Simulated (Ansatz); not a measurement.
**CH₄BFOSi: up Jacob's ladder to CCSD(T)**

One table from this session's results is given with a row withheld; the runs are named, their logs left out.

Method: functionals in def2-TZVPP, the program's frozen cores in correlated methods; program: Ansatz 0.2.0, Gaussian basis.

Levels to be run: LDA (SPW92), PBE-D4, revPBE-D4, BLYP-D4, r2SCAN-D4, B97M-V, PBE0-D4, B3LYP-D4, r2SCANh-D4, r2SCAN0-D4, HSE06-D4, BHLYP-D4, CAM-B3LYP-D4, LC-ωPBE, ωB97X-V, ωB97M-V, B2PLYP, PBE-QIDH; CCSD(T)/def2-SVP; CCSD(T)/def2-TZVPP; MP2/def2-QZVPP; extrapolation to the limit; RPA on PBE.

## Structure used throughout

All runs share one geometry, relaxed beforehand with PBE0-D4 in a triple-zeta def2 set.

9 atoms, charge 0, spin multiplicity 1.

Atoms are counted from 1 here; the program's logs count them from 0.

Bond lengths: F1–B3 1.330 Å, C2–B3 1.527 Å, C2–Si4 1.836 Å, C2–O5 1.479 Å, C2–H6 1.090 Å, B3–H7 1.199 Å, Si4–O5 1.650 Å, Si4–H8 1.476 Å, Si4–H9 1.476 Å. Angles: B3–C2–Si4 114.9°, B3–C2–O5 118.3°, B3–C2–H6 121.3°, Si4–C2–O5 58.5°, Si4–C2–H6 115.1°, O5–C2–H6 113.0°, F1–B3–C2 119.0°, F1–B3–H7 118.2°, C2–B3–H7 122.8°, C2–Si4–O5 49.8°, C2–Si4–H8 122.6°, C2–Si4–H9 119.5°, O5–Si4–H8 117.2°, O5–Si4–H9 117.6°, H8–Si4–H9 114.3°, C2–O5–Si4 71.6°.

The first run:

Contents of in.yaml:

```yaml
crystal:
  periodic: [false, false, false]
  atoms:
    - {symbol: F, position_ang: [1.467212, 2.078609, 0.316763]}
    - {symbol: C, position_ang: [-0.208517, 0.463809, -0.490782]}
    - {symbol: B, position_ang: [1.226610, 0.854636, -0.143949]}
    - {symbol: Si, position_ang: [-0.855903, -0.993172, 0.420559]}
    - {symbol: O, position_ang: [-0.437643, -0.830702, -1.167330]}
    - {symbol: H, position_ang: [-0.954609, 1.216225, -0.748258]}
    - {symbol: H, position_ang: [2.142878, 0.084130, -0.209143]}
    - {symbol: H, position_ang: [0.002757, -1.850580, 1.260735]}
    - {symbol: H, position_ang: [-2.294385, -1.069254, 0.744305]}
basis:
  gaussian: {orbitals: def2-TZVPP}
hamiltonian: {xc: lda}
output: {orbitals: {seedname: orbitals}}
```

The run is started by

```sh
> ansatz run in.yaml --threads 2 --pin off --events-out ev --progress --plain --max-ram 4352MiB
```

Among the steps run: LDA; PBE-D4 (GGA); revPBE-D4 (GGA); BLYP-D4 (GGA); r2SCAN-D4 (meta-GGA); B97M-V (meta-GGA); PBE0-D4 (hybrid); B3LYP-D4 (hybrid); r2SCANh-D4 (hybrid); r2SCAN0-D4 (hybrid); HSE06-D4 (hybrid); BHLYP-D4 (hybrid); CAM-B3LYP-D4 (range-separated); LC-ωPBE (range-separated); ωB97X-V (range-separated); ωB97M-V (range-separated); B2PLYP (double hybrid); PBE-QIDH (double hybrid).

One of the session's tables, all rows but one given; the rest of the session is left out.

It belongs to the step «Frontier levels by functional». 

```
  functional  HOMO (eV)  gap (eV)
 LDA (SPW92)      -6.76      4.49
      PBE-D4      -6.59      4.57
   revPBE-D4      -6.52      4.61
     BLYP-D4      -6.46      4.58
   r2SCAN-D4          ?         ?
      B97M-V      -6.93      5.12
     PBE0-D4      -7.87      6.73
    B3LYP-D4      -7.64      6.29
  r2SCANh-D4      -7.32      5.91
  r2SCAN0-D4      -8.03      7.07
    HSE06-D4      -7.47      5.96
    BHLYP-D4      -8.98      8.76
CAM-B3LYP-D4      -9.20      9.09
     LC-ωPBE     -10.52     11.57
     ωB97X-V     -10.17     11.11
     ωB97M-V     -10.07     10.75
```

**Question.** Estimate the row for r2SCAN-D4.

Worked estimate for «HOMO (eV)». Against the share of exact exchange, r2SCANh-D4 (0.1, -7.32), r2SCAN0-D4 (0.25, -8.03) give a slope of -4.73 per unit share; at 0 the line stands at -6.85.

As computed: HOMO (eV): -6.83; gap (eV): 5.11. In «HOMO (eV)» the line misses by -0.02.
